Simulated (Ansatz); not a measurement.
# MnCuAs: the cost of one run

Method: DFT PBE, scalar-relativistic, plane waves, PAW, in Ansatz 0.2.0.

1 further run of the same task is left out (it didn't finish). Runs told in other sessions of the task aren't counted.

## Step 1: Starting point

The structure is orthorhombic, space group Pnma (No. 62). Conventional cell: a = 6.268 Å, b = 3.678 Å, c = 7.627 Å, α = 90.00°, β = 90.00°, γ = 90.00°. Mn (site symmetry m) has 5 As at 2.61 to 2.72 Å and 6 Cu at 2.83 to 3.11 Å and 2 Mn at 3.03 Å in its first shell of neighbours. Cu (site symmetry m) has 4 As at 2.41 to 2.51 Å and 2 Cu at 2.66 Å in its first shell of neighbours. As (site symmetry m) is surrounded by 4 Cu at 2.41 to 2.51 Å and 5 Mn at 2.61 to 2.72 Å.

Structure file:

```
Mn Cu As
1.0
     6.26776    0.00000    0.00000
     0.00000    3.67812    0.00000
     0.00000    0.00000    7.62722
Mn Cu As
4 4 4
Cartesian
  6.0101 2.7586 1.1768
  0.2576 0.9195 6.4505
  2.8763 2.7586 2.6369
  3.3915 0.9195 4.9904
  5.4025 2.7586 4.2293
  0.8652 0.9195 3.3979
  2.2687 2.7586 7.2115
  3.9991 0.9195 0.4157
  1.5468 2.7586 4.9100
  4.7210 0.9195 2.7172
  4.6806 2.7586 6.5308
  1.5871 0.9195 1.0964
```

An earlier run at PBE left this cell at 14.653 Å³/atom and 0.00 GPa (6×10×6 mesh).

## Step 2: Antiferromagnetic, in the cell as typed

File input.yaml:

```yaml
crystal:
  lattice:
    - [6.2677551464, 0.0, 0.0]
    - [0.0, 3.6781168309, 0.0]
    - [0.0, 0.0, 7.6272196916]
  atoms:
    - { symbol: Mn, position: [0.9588995333, 0.75, 0.1542838277], spin: 3.5 }
    - { symbol: Mn, position: [0.0411004667, 0.25, 0.8457161723], spin: -3.5 }
    - { symbol: Mn, position: [0.4588995333, 0.75, 0.3457161723], spin: -3.5 }
    - { symbol: Mn, position: [0.5411004667, 0.25, 0.6542838277], spin: 3.5 }
    - { symbol: Cu, position: [0.8619559655, 0.75, 0.5545031364] }
    - { symbol: Cu, position: [0.1380440345, 0.25, 0.4454968636] }
    - { symbol: Cu, position: [0.3619559655, 0.75, 0.9454968636] }
    - { symbol: Cu, position: [0.6380440345, 0.25, 0.0545031364] }
    - { symbol: As, position: [0.2467815905, 0.75, 0.6437509214] }
    - { symbol: As, position: [0.7532184095, 0.25, 0.3562490786] }
    - { symbol: As, position: [0.7467815905, 0.75, 0.8562490786] }
    - { symbol: As, position: [0.2532184095, 0.25, 0.1437509214] }
basis:
  ecutwfc: 420
  ecutrho_ratio: 4
kpoints:
  mp_grid: { grid: [6, 10, 6] }
hamiltonian:
  xc: pbe
scf:
  occupations: { method: gaussian, width: 0.05 }
  lower_state_search: "off"
output:
  forces: true
  stress: true
  eigenvalues: true
  populations: true
magnetization:
  spin_polarized: true
```

The run is started by

```bash
ansatz run input.yaml --threads 8 --pin off --max-ram 22528MiB --backend cpu --events-out ev --progress --plain --runs-dir out
```

**Question.** How long does this run take on 8 threads of Intel Xeon Platinum 8375C at 2.90GHz (Ice Lake), shared host, and how much memory does it need?

About 1.7 min, with a peak of 3.2 GiB.
